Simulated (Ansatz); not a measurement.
# SnSbS2: a trial structure relaxed

Where does this trial cell of SnSbS2 go when cell and atoms are let free?

Program: Ansatz 0.2.0. Level of theory: DFT PBE, scalar-relativistic, plane waves, PAW. These are calculated values, not measurements.

## 1. The system as given

It takes space group P-4m2 (No. 115, tetragonal). The conventional cell has a = 4.339 Å, b = 4.339 Å, c = 6.094 Å, α = 90.00°, β = 90.00°, γ = 90.00°. Sn (site symmetry -4m2) is surrounded by 4 S at 2.73 Å. Sb (site symmetry -4m2) is surrounded by 4 S at 2.57 Å. Around S (site symmetry 2mm) lie 2 Sb at 2.57 Å and 2 Sn at 2.73 Å.

Coordinates:

```
CELL_PARAMETERS angstrom
4.33916 0.00000 0.00000
0.00000 4.33916 0.00000
0.00000 0.00000 6.09402
ATOMIC_POSITIONS crystal
Sn 0.50000 0.50000 0.50000
Sb 0.00000 0.00000 0.00000
S 0.00000 0.50000 0.22706
S 0.50000 0.00000 0.77294
```

Recipe of the guess: species swapped into a database cell of ZnSnP2 (P-4m2, No. 115), with Sb on the Zn sites and S on the P sites. Its size is a rough estimate.

## 2. A first look at the guess

File input.yaml:

```yaml
crystal:
  lattice:
    - [4.33915545, 0.0, 0.0]
    - [0.0, 4.33915545, 0.0]
    - [0.0, 0.0, 6.0940157]
  atoms:
    - { symbol: Sn, position: [0.5, 0.5, 0.5] }
    - { symbol: Sb, position: [0.0, 0.0, 0.0] }
    - { symbol: S, position: [0.0, 0.5, 0.22706439] }
    - { symbol: S, position: [0.5, 0.0, 0.77293561] }
basis:
  ecutwfc: 420
kpoints:
  mp_grid: { grid: [4, 4, 4] }
hamiltonian:
  xc: pbe
scf:
  occupations: { method: gaussian, width: 0.1 }
  lower_state_search: "off"
output:
  forces: true
  stress: true
  eigenvalues: true
```

Run with:

```
> ansatz run input.yaml --threads 1 --pin off --max-ram 2560MiB --backend cpu --events-out ev --progress --plain --runs-dir out
```

Further runs follow: rough relaxation on the coarse mesh; another rough relaxation; relaxation on the finer mesh.

Q: Predict the outcome of this session. Wanted: conventional cell; volume; energy over the elements, grey Sn; gap on the mesh.

**Answer**, as computed:

```
                              quantity                                                                      value
symmetry at the end (tolerance 0.05 Å)                                                space group P-4m2 (No. 115)
                     conventional cell  a = 5.266 Å, b = 5.266 Å, c = 3.556 Å, α = 90.00°, β = 90.00°, γ = 90.00°
                                volume                                                              24.65 Å³/atom
     energy over the elements, grey Sn                                                              -0.11 eV/atom
                       gap on the mesh                                                               none (metal)
```

In words: The space group P-4m2 (No. 115) is kept, and the volume per atom shrinks by 14.1 % from the first guess. It lies below the elements, which doesn't yet make it stable: competing phases were not computed in this session. No finished test with a distortion of lower symmetry is shown, so the end may be a saddle point. Spin-orbit coupling is left out for Sb. Spin polarisation is off in the runs that give these values; a magnetic solution could lie lower.
